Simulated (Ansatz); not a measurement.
Working through a rigid torsion scan of CH5NO2Si, SMILES N[SiH2]C(=O)O

Program: Ansatz 0.2.0, Python API.

The cells in order, each with its output:

In [1]:
```python
import ansatz as az
from ase import Atoms
```

In [2]:
```python
BASIS_SET = "def2-SVP"
FUNCTIONAL = "pbe0"
FORCE_TOL = 0.02
```

In [3]:
```python
atoms = Atoms(["N", "Si", "C", "O", "O", "H", "H", "H", "H", "H"], positions=[
    (1.2356, 1.2264, 0.455),
    (0.2992, -0.1248, 0.922),
    (-0.8534, -0.7891, -0.4748),
    (-1.4362, -1.7691, -0.2667),
    (-0.844, -0.1663, -1.6801),
    (0.5181, 1.9889, 0.1324),
    (1.7492, 1.0315, -0.3839),
    (1.3694, -1.0942, 1.3209),
    (-0.4724, 0.3222, 2.1524),
    (-1.4824, -0.6768, -2.1742),
])
```

In [4]:
```python
# relax first, so that the scan starts from a minimum
first = (
    az.Crystal.molecule_from_ase(atoms).calculation()
    .basis(gaussian=BASIS_SET)
    .functional(FUNCTIONAL)
    .relax(force_tolerance=FORCE_TOL, max_steps=80)
)
atoms.positions = first.run(threads=1).report["positions_ang"]
```

In [5]:
```python
start = atoms.get_dihedral(2, 1, 0, 5)
energies = {}
for turn in range(0, 360, 30):
    turned = atoms.copy()
    turned.set_dihedral(2, 1, 0, 5, start + turn, indices=[0, 5, 6])
    model = az.Crystal.molecule_from_ase(turned).calculation()
    model = model.basis(gaussian=BASIS_SET)
    model = model.functional(FUNCTIONAL)
    energies[round((start + turn) % 360)] = model.run(threads=1).report["free_energy_ev"]
floor = min(energies.values())
print("dihedral C2-Si1-N0-H5 (deg)   E - E(min) (kcal/mol)")
for angle, e in sorted(energies.items()):
    print(f"{angle:8d} {23.060548 * (e - floor):14.3f}  " + "#" * int(30 * (e - floor) / max(max(energies.values()) - floor, 1e-9)))
```
```text
dihedral C2-Si1-N0-H5 (deg)   E - E(min) (kcal/mol)
      11          2.471  ######################
      41          0.848  #######
      71          0.000
     101          0.845  #######
     131          2.465  ######################
     161          3.308  #############################
     191          2.890  ##########################
     221          2.024  ##################
     251          1.636  ##############
     281          2.025  ##################
     311          2.896  ##########################
     341          3.317  ##############################
```

The scan is rigid and the energies are electronic, in a modest basis. With rigid groups the curve can differ much from the relaxed path, the start wasn't checked as a minimum of this torsion, and equivalent turns needn't return to the same energy. Wall time of the script: 80 s on 1 thread of Arm Neoverse V1, on a shared host, peak memory 0.28 GiB.

(Lines on the test bed's own set-up are left out of the output.)
